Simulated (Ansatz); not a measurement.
# Mg3CrN3: the cost of one run

Method: DFT PBEsol, scalar-relativistic, plane waves, PAW, in Ansatz 0.2.0.

## 1. The structure to begin with

Symmetry: P6_3/m, No. 176, hexagonal system. Conventional cell: a = 6.871 Å, b = 6.871 Å, c = 4.413 Å, α = 90.00°, β = 90.00°, γ = 120.00°. Mg (site symmetry m) has 4 N at 2.12 to 2.21 Å as nearest neighbours. Cr (site symmetry -6) is surrounded by 3 N at 1.78 Å. Around N (site symmetry m) lie 1 Cr at 1.78 Å and 4 Mg at 2.12 to 2.21 Å.

As a file:

```
Mg Cr N
1.0
     6.87060    0.00000    0.00000
    -3.43530    5.95011    0.00000
     0.00000    0.00000    4.41296
Mg Cr N
6 2 6
Direct
  0.82804 0.65381 0.25000
  0.82577 0.17196 0.25000
  0.34619 0.17423 0.25000
  0.17196 0.34619 0.75000
  0.17423 0.82804 0.75000
  0.65381 0.82577 0.75000
  0.66667 0.33333 0.75000
  0.33333 0.66667 0.25000
  0.81769 0.63289 0.75000
  0.81520 0.18231 0.75000
  0.36711 0.18480 0.75000
  0.18231 0.36711 0.25000
  0.18480 0.81769 0.25000
  0.63289 0.81520 0.25000
```

The structure comes from the Materials Project (structure only).

## 2. The listed cell as it stands

File input.yaml:

```yaml
crystal:
  lattice:
    - [6.8705955366, 0.0, 0.0]
    - [-3.4352977683, 5.9501102738, 0.0]
    - [0.0, 0.0, 4.412963]
  atoms:
    - { symbol: Mg, position: [0.828039, 0.653808, 0.25] }
    - { symbol: Mg, position: [0.825769, 0.171961, 0.25] }
    - { symbol: Mg, position: [0.346192, 0.174231, 0.25] }
    - { symbol: Mg, position: [0.171961, 0.346192, 0.75] }
    - { symbol: Mg, position: [0.174231, 0.828039, 0.75] }
    - { symbol: Mg, position: [0.653808, 0.825769, 0.75] }
    - { symbol: Cr, position: [0.66666667, 0.33333333, 0.75], spin: 3.0 }
    - { symbol: Cr, position: [0.33333333, 0.66666667, 0.25], spin: 3.0 }
    - { symbol: "N", position: [0.817689, 0.632893, 0.75] }
    - { symbol: "N", position: [0.815204, 0.182311, 0.75] }
    - { symbol: "N", position: [0.367107, 0.184796, 0.75] }
    - { symbol: "N", position: [0.182311, 0.367107, 0.25] }
    - { symbol: "N", position: [0.184796, 0.817689, 0.25] }
    - { symbol: "N", position: [0.632893, 0.815204, 0.25] }
basis:
  ecutwfc: 420
kpoints:
  mp_grid: { grid: [6, 6, 8] }
hamiltonian:
  xc: pbesol
scf:
  occupations: { method: gaussian, width: 0.1 }
output:
  forces: true
  stress: true
  eigenvalues: true
  populations: true
  write_density: true
  write_potential: true
  elf: true
  volumetric_format: npy
magnetization:
  spin_polarized: true
```

Command:

```bash
$ ansatz run input.yaml --threads 2 --pin off --max-ram 2662MiB --backend cpu --events-out ev --progress --plain --runs-dir out
```

**Question.** How long does this run take on 2 threads of an x86-64 CPU, shared host, and how much memory does it need?

About 2.1 min, with a peak of 1 GiB.
